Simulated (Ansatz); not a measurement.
# C₅H₁₃In: basis-set convergence

An exercise on one series of results from a longer session: the logs are not shown, and one member is left open.

Method: one geometry, several basis sets; program: Ansatz 0.2.0, Gaussian basis.

Levels to be run: PBE0-D4/def2-SVP; ωB97M-V/def2-SVP; PBE0-D4/def2-QZVPP; ωB97M-V/def2-QZVPP; the functionals' def2-TZVPP values are taken from earlier runs.

### The relaxed structure

An earlier PBE0-D4 in a triple-zeta def2 set relaxation fixed the geometry. In takes the def2 core potential; no spin-orbit term is included.

19 atoms, charge 0, spin multiplicity 1.

Atoms are counted from 1 here; the program's logs count them from 0.

Bond lengths: C1–C2 1.523 Å, C1–H7 1.093 Å, C1–H8 1.096 Å, C1–H9 1.093 Å, C2–In3 2.173 Å, C2–H10 1.095 Å, C2–H11 1.096 Å, In3–C4 2.188 Å, In3–H12 1.745 Å, C4–C5 1.522 Å, C4–C6 1.524 Å, C4–H13 1.098 Å, C5–H14 1.092 Å, C5–H15 1.095 Å, C5–H16 1.098 Å, C6–H17 1.093 Å, C6–H18 1.095 Å, C6–H19 1.098 Å. Angles: C2–C1–H7 111.9°, C2–C1–H8 111.8°, C2–C1–H9 111.9°, H7–C1–H8 107.1°, H7–C1–H9 106.8°, H8–C1–H9 106.9°, C1–C2–In3 117.0°, C1–C2–H10 110.9°, C1–C2–H11 110.7°, In3–C2–H10 106.3°, In3–C2–H11 106.0°, H10–C2–H11 105.2°, C2–In3–C4 124.6°, C2–In3–H12 118.2°, C4–In3–H12 117.2°, In3–C4–C5 113.9°, In3–C4–C6 111.0°, In3–C4–H13 103.7° and more.

The first run:

Input file in.yaml:

```yaml
crystal:
  periodic: [false, false, false]
  atoms:
    - {symbol: C, position_ang: [1.044137, -1.626989, -1.899533]}
    - {symbol: C, position_ang: [1.839352, -1.527994, -0.604913]}
    - {symbol: In, position_ang: [1.202590, -0.025296, 0.830528]}
    - {symbol: C, position_ang: [-0.581563, 1.222865, 0.614261]}
    - {symbol: C, position_ang: [-1.535095, 0.753227, -0.475472]}
    - {symbol: C, position_ang: [-1.297661, 1.385996, 1.949406]}
    - {symbol: H, position_ang: [-0.007279, -1.861726, -1.716053]}
    - {symbol: H, position_ang: [1.437552, -2.407108, -2.560831]}
    - {symbol: H, position_ang: [1.064868, -0.690814, -2.463989]}
    - {symbol: H, position_ang: [2.896233, -1.327933, -0.810570]}
    - {symbol: H, position_ang: [1.827410, -2.483351, -0.068571]}
    - {symbol: H, position_ang: [2.171648, 0.208817, 2.262827]}
    - {symbol: H, position_ang: [-0.180664, 2.203014, 0.323803]}
    - {symbol: H, position_ang: [-1.055533, 0.699713, -1.455615]}
    - {symbol: H, position_ang: [-1.940802, -0.240379, -0.259214]}
    - {symbol: H, position_ang: [-2.394438, 1.431271, -0.566103]}
    - {symbol: H, position_ang: [-0.636551, 1.766714, 2.732231]}
    - {symbol: H, position_ang: [-1.712383, 0.437047, 2.305944]}
    - {symbol: H, position_ang: [-2.141829, 2.082908, 1.861866]}
basis:
  gaussian: {orbitals: def2-SVP}
hamiltonian: {xc: pbe0, dispersion: d4}
output: {orbitals: {seedname: orbitals}}
```

Command:

```
> ansatz run in.yaml --threads 2 --pin off --events-out ev --progress --plain --max-ram 22528MiB --backend cpu
```

Steps of the session up to this table: PBE0-D4 in def2-SVP; ωB97M-V in def2-SVP; PBE0-D4 in def2-QZVPP; ωB97M-V in def2-QZVPP.

One table of the session follows, with a row left open; its other results are not shown here.

It belongs to the step «Functionals by basis». 

```
functional       basis  HOMO (eV)  LUMO (eV)
   PBE0-D4    def2-SVP      -6.39      -1.20
   PBE0-D4  def2-TZVPP      -6.40      -1.27
   PBE0-D4  def2-QZVPP      -6.41      -1.28
   ωB97M-V    def2-SVP      -8.51       0.29
   ωB97M-V  def2-TZVPP      -8.53       0.09
   ωB97M-V  def2-QZVPP          ?          ?
```

**Question.** Estimate the row for ωB97M-V, def2-QZVPP.

The run gave: HOMO (eV): -8.53; LUMO (eV): 0.04.
